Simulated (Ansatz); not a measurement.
What does this script print? It uses the Python package of Ansatz (0.2.0).

Script `bi.py`:
```python
'''Energy to split BI into its atoms.'''

from collections import Counter

import ansatz as az
from ase import Atoms


def energy_of(molecule, charge=0, unpaired=0):
    calc = (
        molecule.calculation()
        .basis(gaussian='def2-SVPD')
        .correlation('ccsd_t')
    )
    if charge:
        calc = calc.charge(charge)
    if unpaired:
        calc = calc.spin('collinear', total=unpaired)
    report = calc.run().report
    if report['published_state_doubts']:
        print('  doubts:', report['published_state_doubts'])
    return report['free_energy_ev']

atoms = Atoms(['B', 'I'], positions=[
    (0.0, 0.0, 0.0),
    (0.0, 0.0, 2.125),
])
mol = az.Crystal.molecule_from_ase(atoms)

# unpaired electrons of the ground-state atoms
unpaired = {'B': 1, 'I': 1}
counts = Counter(site.symbol for site in mol.cartesian_sites)
atom_energy = {s: energy_of(az.Crystal.molecule().atom(s, (0, 0, 0)), 0, unpaired[s]) for s in counts}
whole = energy_of(mol, 0, 0)
for s, e in atom_energy.items():
    print(f'{s:2s} x{counts[s]}  {e:14.5f} eV')
print(f'BI: {whole:.5f} eV')
split = sum(counts[s] * e for s, e in atom_energy.items()) - whole
print(f'atomisation energy (no zero-point term): {96.485332 * split:.1f} kJ/mol, {split / sum(counts.values()):.3f} eV an atom')
```

```console
$ python bi.py
B  x1      -668.35365 eV
I  x1     -8075.44313 eV
BI: -8747.25879 eV
atomisation energy (no zero-point term): 334.0 kJ/mol, 1.731 eV an atom
```

334.0 kJ/mol from the electronic energies, without the zero-point term.

Total energies depend on the basis set; only differences at equal settings carry meaning. The geometry is a force-field or estimated start, not a minimum of this method, and the basis set is short of its limit. All parts are taken at fixed geometry, without zero-point energy. def2 sets replace the cores of elements past krypton by effective core potentials. In double-zeta sets correlated atomisation energies come out some 10 to 15 % low. The spin-orbit lowering of heavy atoms is left out. The spin state was assumed, and another may lie lower. It ran for 2.8 s on 1 thread of Arm Neoverse V1, on a shared host, peak memory 0.2 GiB.

(Lines on the test bed's own set-up are left out of the output.)
